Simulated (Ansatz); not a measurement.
# VRhBr2: one candidate structure

Where does VRhBr2 go from the start given, MAX phase (211) type (P6_3/mmc, No. 194)?

Method: DFT PBE, scalar-relativistic, plane waves, PAW, in Ansatz 0.2.0.

1 further run of the same task is left out (it didn't finish).

## (1) The structure to begin with

Symmetry: P6_3/mmc, No. 194, hexagonal system. Conventional cell: a = 3.452 Å, b = 3.452 Å, c = 15.450 Å, α = 90.00°, β = 90.00°, γ = 120.00°. V (site symmetry -6m2) has 6 Br at 3.22 Å and 6 V at 3.45 Å in its first shell of neighbours. Rh (site symmetry -3m) is surrounded by 6 Br at 2.40 Å. Br (site symmetry 3m) has 3 Rh at 2.40 Å and 3 V at 3.22 Å in its first shell of neighbours.

Structure file:

```xyz
8
Lattice="3.4522 0.0000 0.0000 -1.7261 2.9897 0.0000 0.0000 0.0000 15.4503" Properties=species:S:1:pos:R:3 pbc="T T T"
V     0.0000    1.9931   11.5877
V     1.7261    0.9966    3.8626
Rh    0.0000    0.0000    7.7251
Rh    0.0000    0.0000    0.0000
Br    0.0000    1.9931    6.3964
Br    1.7261    0.9966   14.1215
Br    1.7261    0.9966    9.0539
Br    0.0000    1.9931    1.3287
```

(A quick probe on a coarse mesh, which set the mesh and smearing, is not shown.)

## (3) Coarse relaxation

input.yaml reads:

```yaml
crystal:
  lattice:
    - [3.4521687483, 0.0, 0.0]
    - [-1.7260843742, 2.9896658342, 0.0]
    - [0.0, 0.0, 15.4502657268]
  atoms:
    - { symbol: V, position: [0.3333333333, 0.6666666667, 0.75], spin: 3.61 }
    - { symbol: V, position: [0.6666666667, 0.3333333333, 0.25], spin: 3.61 }
    - { symbol: Rh, position: [0.0, 0.0, 0.5] }
    - { symbol: Rh, position: [0.0, 0.0, 0.0] }
    - { symbol: Br, position: [0.3333333333, 0.6666666667, 0.414] }
    - { symbol: Br, position: [0.6666666667, 0.3333333333, 0.914] }
    - { symbol: Br, position: [0.6666666667, 0.3333333333, 0.586] }
    - { symbol: Br, position: [0.3333333333, 0.6666666667, 0.086] }
basis:
  ecutwfc: 420
kpoints:
  mp_grid: { grid: [6, 6, 1] }
hamiltonian:
  xc: pbe
scf:
  occupations: { method: gaussian, width: 0.1 }
  lower_state_search: "off"
output:
  forces: true
  stress: true
  eigenvalues: true
  populations: true
magnetization:
  spin_polarized: true
relax:
  adjacent_minimum: "off"
  f_tol: 0.04
  max_steps: 70
  cell: { stress_tol: 0.4 }
```

Run with:

```bash
> ansatz run input.yaml --threads 1 --pin off --max-ram 2560MiB --backend cpu --events-out ev --progress --plain --runs-dir out
```

Further runs follow: relaxing cell and atoms.

What does the calculation give?

As calculated:

Formation energies count from the elements, computed with the same settings in runs not shown here.

| quantity | value |
| --- | --- |
| cell | a = 3.161 Å, b = 3.161 Å, c = 16.272 Å, α = 90.00°, β = 90.00°, γ = 120.00° |
| space group | P6_3/mmc (No. 194) |
| volume | 17.60 Å³/atom |
| gap on the mesh | none (metal) |
| formation energy from the elements | +0.287 eV/atom |

What this shows: The space group stayed P6_3/mmc, and from the first guess the volume went from 19.93 to 17.60 Å³/atom. The formation energy of +0.29 eV/atom is positive, so the elements lie lower than this structure; another structure of the compound can lie lower.
